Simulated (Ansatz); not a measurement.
# Ba16O: the cost of one run

Method: DFT PBE, plane waves, PAW, scalar-relativistic, no spin polarisation, in Ansatz 0.2.0.

**1. The system as given**

The cell holds 17 atoms (Ba16O): a = 10.040 Å, b = 10.040 Å, c = 10.040 Å, α = 90.00°, β = 90.00°, γ = 90.00°.

Structure file:

```cif
data_structure
_symmetry_space_group_name_H-M 'P 1'
_symmetry_Int_Tables_number 1
_cell_length_a 10.0400
_cell_length_b 10.0400
_cell_length_c 10.0400
_cell_angle_alpha 90.000
_cell_angle_beta 90.000
_cell_angle_gamma 90.000
_cell_volume 1012.05
loop_
_atom_site_label
_atom_site_type_symbol
_atom_site_fract_x
_atom_site_fract_y
_atom_site_fract_z
_atom_site_occupancy
Ba1 Ba 0.00000 0.00000 0.00000 1
Ba2 Ba 0.50000 0.00000 0.00000 1
Ba3 Ba 0.00000 0.50000 0.00000 1
Ba4 Ba 0.00000 0.00000 0.50000 1
Ba5 Ba 0.25000 0.25000 0.25000 1
Ba6 Ba 0.50000 0.50000 0.00000 1
Ba7 Ba 0.50000 0.00000 0.50000 1
Ba8 Ba 0.75000 0.25000 0.25000 1
Ba9 Ba 0.00000 0.50000 0.50000 1
Ba10 Ba 0.25000 0.75000 0.25000 1
Ba11 Ba 0.25000 0.25000 0.75000 1
Ba12 Ba 0.50000 0.50000 0.50000 1
Ba13 Ba 0.75000 0.75000 0.25000 1
Ba14 Ba 0.75000 0.25000 0.75000 1
Ba15 Ba 0.25000 0.75000 0.75000 1
Ba16 Ba 0.75000 0.75000 0.75000 1
O1 O 0.00971 0.37306 0.24719 1
```

**2. Relaxing the start**

input.yaml reads:

```yaml
crystal:
  lattice:
    - [10.04, 0.0, 0.0]
    - [0.0, 10.04, 0.0]
    - [0.0, 0.0, 10.04]
  atoms:
    - { symbol: Ba, position: [0.0, 0.0, 0.0] }
    - { symbol: Ba, position: [0.5, 0.0, 0.0] }
    - { symbol: Ba, position: [0.0, 0.5, 0.0] }
    - { symbol: Ba, position: [0.0, 0.0, 0.5] }
    - { symbol: Ba, position: [0.25, 0.25, 0.25] }
    - { symbol: Ba, position: [0.5, 0.5, 0.0] }
    - { symbol: Ba, position: [0.5, 0.0, 0.5] }
    - { symbol: Ba, position: [0.75, 0.25, 0.25] }
    - { symbol: Ba, position: [0.0, 0.5, 0.5] }
    - { symbol: Ba, position: [0.25, 0.75, 0.25] }
    - { symbol: Ba, position: [0.25, 0.25, 0.75] }
    - { symbol: Ba, position: [0.5, 0.5, 0.5] }
    - { symbol: Ba, position: [0.75, 0.75, 0.25] }
    - { symbol: Ba, position: [0.75, 0.25, 0.75] }
    - { symbol: Ba, position: [0.25, 0.75, 0.75] }
    - { symbol: Ba, position: [0.75, 0.75, 0.75] }
    - { symbol: O, position: [0.0097129, 0.3730589, 0.2471938] }
basis:
  ecutwfc: 420.0
kpoints:
  mp_grid: { grid: [1, 1, 1] }
hamiltonian:
  xc: pbe
scf:
  occupations: { method: fermi_dirac, width: 0.15 }
  lower_state_search: "off"
relax:
  f_tol: 0.08
  max_steps: 25
  adjacent_minimum: "off"
output:
  write_density: true
  write_potential: true
  elf: true
  volumetric_format: npy
```

On the command line:

```bash
$ ansatz run input.yaml --threads 2 --pin off --max-ram 5120MiB --backend cpu --events-out ev --progress --plain --runs-dir out
```

Q: Estimate wall time and peak memory on 2 threads of Intel Xeon Platinum 8488C (Sapphire Rapids), shared host.

About 15 s, with a peak of 0.86 GiB.
